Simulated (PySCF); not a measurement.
# WNH₃: structure of the singlet

Aim: relax WNH₃ as a singlet from a tetrahedral start, check by its vibrations whether the end is a minimum, and collect its spectrum and constants.

The runs use PySCF 2.14.0; PBE0, basis W def2-TZVP with ECP60, N def2-TZVP, H def2-TZVP, scalar-relativistic core potentials, no spin–orbit coupling, density fitting.

## 1. Where the work starts

5 atoms, charge 0, spin multiplicity 1.

Bond lengths: W1–N2 1.800 Å, W1–H3 1.690 Å, W1–H4 1.690 Å, W1–H5 1.690 Å. Angles: N2–W1–H3 109.5°, N2–W1–H4 109.5°, N2–W1–H5 109.5°, H3–W1–H4 109.5°, H3–W1–H5 109.5°, H4–W1–H5 109.5°.

```xyz
5
charge 0 multiplicity 1
W     0.0000    0.0955    0.0675
N     0.0000   -1.3739   -0.9722
H     1.3799    0.0951    1.0433
H    -1.3799    0.0951    1.0433
H     0.0000    1.4757   -0.9077
```

## 2. Relaxing the singlet from the tetrahedral start

The steps below are one call of a driver around PySCF. For each, scf.py gives the equivalent set-up of the SCF; relaxations use the driver's own optimiser. Before each start the driver seeks the lowest SCF state from one or more starting densities and follows internal instabilities, so scf.py alone need not reach the same state.

The program finds C3v symmetry in the start, which this walk keeps.

scf.py

```python
from pyscf import gto, scf, dft
mol = gto.M(atom='''
W      0.000000     0.095459     0.067548
N     -0.000000    -1.373892    -0.972186
H      1.379902     0.095129     1.043286
H     -1.379902     0.095129     1.043286
H     -0.000000     1.475691    -0.907723''',
    basis={'W': 'def2-TZVP', 'N': 'def2-TZVP', 'H': 'def2-TZVP'},
    ecp={'W': 'def2-TZVP'},
    charge=0, spin=0)
mf = dft.RKS(mol, xc='PBE0')
mf.grids.atom_grid = (50, 194)
aux = {'W': 'def2-universal-JKFIT', 'N': 'def2-universal-JKFIT', 'H': 'def2-universal-JKFIT'}
mf = mf.density_fit(auxbasis=aux)
mf.kernel()
```

Further steps of the session: Frequencies.

What does the calculation give? Wanted: minimum; geometry; wavenumbers; dipole moment; highest occupied, lowest empty level; polar-tensor charge of W1; zero-point energy; atomisation energy.

**Answer**, as computed:

| quantity | value |
| --- | --- |
| minimum | singlet, C3v |
| geometry | W–H 1.715 Å (×3), W–N 1.649 Å; H–W–H 118.0° (×3), H–W–N 98.2° (×3) |
| wavenumbers (cm⁻¹) | 690 (e), 690 (a1), 861 (e), 1183 (a1), 1997 (e), 2007 (a1) |
| dipole moment | 3.35 D |
| highest occupied, lowest empty level | -8.89, -2.87 eV |
| polar-tensor charge of W1 | +1.10 e |
| zero-point energy | 65.6 kJ/mol |
| entropy at 298.15 K | 259.6 J/(mol K) |
| atomisation energy (no zero-point energy) | 1503 kJ/mol |

What this shows: The molecule stays C3v, as typed, and the end point is a minimum. In the infrared the band at 1997 cm⁻¹ (e, stretch) leads. Other starts or spin states, not run here, may lie lower. With an element this heavy the missing spin–orbit coupling can shift these numbers.
